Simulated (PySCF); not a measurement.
# (Cl)2Sn(OSiH2)2O: geometry, NMR shifts and electronic excitations

What NMR shifts and electronic excitations should (Cl)2Sn(OSiH2)2O show?

Programs: PySCF 2.14.0, with density-fitted response routines of our own. Each step states its level of theory. These are calculated values for one molecule in the gas phase, unless marked as measured. Atoms count from 0, in the outputs and in this text.

## 1. Starting geometry

12 atoms, charge 0, multiplicity 1; geometry from: GFN2-xTB. The atoms were then displaced at random by about 0.03 Å, so the start is not that level's minimum.

Bonds of the start (Å): Sn0–Cl1 2.34, Sn0–Cl2 2.22, Sn0–O3 1.93, Sn0–O7 1.95, O3–Si4 1.53, Si4–O5 1.61, Si4–H8 1.52, Si4–H9 1.48, O5–Si6 1.62, Si6–O7 1.63, Si6–H10 1.43, Si6–H11 1.44.

## 2. Geometry optimisation at PBE0-D3(BJ)/def2-SVP

Job settings and geometry (Å):

```
{"job": {"xc": "PBE0", "basis": "def2-SVP", "d3": "d3bj", "grid": 1, "maxiter": 40, "shake": 0.03, "kind": "geom"}, "charge": 0, "multiplicity": 1}
Sn    -1.451420    -0.440890    -0.976360
Cl    -2.830920     1.256350    -1.806010
Cl    -2.206300    -2.472260    -1.468730
O     -1.252910    -0.145340     0.921810
Si    -0.012790     0.149390     1.771740
O      1.279290     0.331770     0.836950
Si     1.669800     0.219280    -0.732250
O      0.348820    -0.083590    -1.633160
H     -0.233110     1.482140     2.475990
H      0.210330    -1.003830     2.670850
H      2.055880     1.537280    -1.120710
H      2.538790    -0.913060    -0.889130
```

The run is started by

```sh
OMP_NUM_THREADS=1 python probes_run.py task.json out
```

The driver reads the jobs from task.json and runs them one after another.

**Question.** This job is followed by: GIAO PBE0/pcSseg-1 Sn:def2-TZVP NMR shielding, non-relativistic, gas phase; TDDFT CAM-B3LYP/def2-SVPD, vertical, gas phase, core orbitals frozen in the response; GIAO B3LYP/pcSseg-1 Sn:def2-TZVP NMR shielding, non-relativistic, gas phase. Predict these results of the whole session: rotational constants (main isotopes); 1H shifts against TMS (PBE0/def2-TZVP+pcSseg-1, means over atoms taken as alike); 35Cl shifts against HCl (PBE0/def2-TZVP+pcSseg-1, means over atoms taken as alike); 17O shifts against H2O (PBE0/def2-TZVP+pcSseg-1, means over atoms taken as alike); 29Si shifts against TMS (PBE0/def2-TZVP+pcSseg-1, means over atoms taken as alike); surface potential, 1st and 99th percentile; lowest singlet (CAM-B3LYP/def2-SVPD); brightest single state of those computed; lowest triplet; vertical ionisation energy (ΔSCF); vertical electron affinity (ΔSCF); range of the shift of Cl1.

The runs gave:

| quantity | value |
| --- | --- |
| rotational constants (main isotopes) | 1.03, 0.52, 0.50 GHz |
| 1H shifts against TMS (PBE0/def2-TZVP+pcSseg-1, means over atoms taken as alike) | 5.26 ppm |
| 35Cl shifts against HCl (PBE0/def2-TZVP+pcSseg-1, means over atoms taken as alike) | 87 ppm |
| 17O shifts against H2O (PBE0/def2-TZVP+pcSseg-1, means over atoms taken as alike) | 126.3, 103.5 ppm |
| 29Si shifts against TMS (PBE0/def2-TZVP+pcSseg-1, means over atoms taken as alike) | -23.6 ppm |
| surface potential, 1st and 99th percentile | -0.76 V and 2.10 V |
| lowest singlet (CAM-B3LYP/def2-SVPD) | 5.40 eV (230 nm), f = 0.007 |
| brightest single state of those computed | state 9, 6.53 eV, f = 0.069 |
| lowest triplet | 5.05 eV |
| vertical ionisation energy (ΔSCF) | 10.87 eV |
| vertical electron affinity (ΔSCF) | 1.40 eV |
| range of the shift of Cl1 | 87 to 105 ppm |

In words: The start was shaken at random, so part of the energy gained undoes that. Relaxing lowered the energy by 0.751 eV in 15 steps; the close pair that moved most is O3–Si4, from 1.532 to 1.668 Å. At PBE0/def2-TZVP+pcSseg-1: Shielding is most anisotropic at Cl1, Cl2 (span 339 ppm, paramagnetic term -292 ppm). At PBE0/def2-TZVP+pcSseg-1, counted by nearest atom on the grid, the HOMO lies on O5 22 %; 4 H atoms about 15 % each, the LUMO on Sn0 37 %; Cl1, Cl2 about 18 % each. The first singlet state (HOMO→LUMO 0.56, HOMO−2→LUMO 0.36) lies at 5.40 eV and is weak; of the 10 states computed, the strongest absorption comes from state 9 at 6.53 eV. The lowest triplet lies 0.35 eV below the lowest singlet (triplets in Tamm-Dancoff, singlets in full TDDFT). Spin-orbit coupling, left out, mixes singlets and triplets in elements this heavy. The orbital energy would give 10.11 eV for ionisation, ΔSCF gives 10.87 eV. In ppm, Cl1 (with its like atoms) moves most: its shift spreads over 18 ppm, from 87 (PBE0/def2-TZVP+pcSseg-1) to 105 (B3LYP/def2-TZVP+pcSseg-1). Spin-orbit coupling is left out, which matters for shieldings and couplings at and beside the heavy atoms.
